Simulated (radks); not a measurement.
# K³⁺ in [He] 2s2 2p5 3s2 3p4 3d1: an all-electron calculation

The task here is to estimate one member of a computed series from the others.

Program: radks (a radial shooting solver on a logarithmic mesh, Libxc functionals) version 1. Level of theory: scalar-relativistic Kohn-Sham, r2SCAN, spin-polarised, spherical densities, finite nucleus; open shells are filled with parallel spins first. These are calculated values, not measurements, unless marked.

## The system

| Item | Value |
| --- | --- |
| element | potassium (Z = 19) |
| charge | +3 |
| electrons | 16 |
| configuration | [He] 2s2 2p5 3s2 3p4 3d1 |
| nuclear rms radius | 3.4349 fm |

The outer shells:

K³⁺
```
[He] core
2s [↑↓]
2p [↑↓][↑↓][↑ ]
3s [↑↓]
3p [↑↓][↑ ][↑ ]
3d [↑ ][  ][  ][  ][  ]
```

Set-up of the first run:

The run's settings:

```text
Z 19
configuration [He] 2s2 2p5 3s2 3p4 3d1
relativity scalar-relativistic
functional r2scan,r2scan
spin polarised
nucleus finite rms 3.4349 fm
c 137.035999084
```

Steps of the session up to this table: Self-consistent calculation.

One of the session's tables, all rows but one given; the rest of the session is left out.

It belongs to the step «Radial structure». Radial moments (bohr):

| level | <r> | outermost maximum (interpolated) | 90 % within | nodes |
| --- | --- | --- | --- | --- |
| 1s up | 0.08104 | 0.0530 | 0.145 | 0 |
| 1s down | 0.08094 | 0.0530 | 0.144 | 0 |
| 2s up | 0.3784 | 0.313 | 0.588 | 1 |
| 2s down | 0.3794 | 0.314 | 0.589 | 1 |
| 2p up | 0.3393 | 0.257 | 0.557 | 0 |
| 2p down | 0.3411 | 0.259 | 0.561 | 0 |
| 3s up | 1.148 | 1.01 | 1.70 | 2 |
| 3s down | 1.167 | 1.02 | 1.74 | 2 |
| 3p up | 1.214 | 1.04 | 1.84 | 1 |
| 3p down | 1.242 | 1.06 | 1.89 | 1 |
| 3d up | 1.369 | 1.06 | 2.20 | 0 |
| 3d down | ? | ? | ? | ? |

Q: Estimate the row for 3d down from the others.

As computed: <r>: 1.434; outermost maximum (interpolated): 1.09; 90 % within: 2.34; nodes: 0. In the column «<r>» it is the highest.
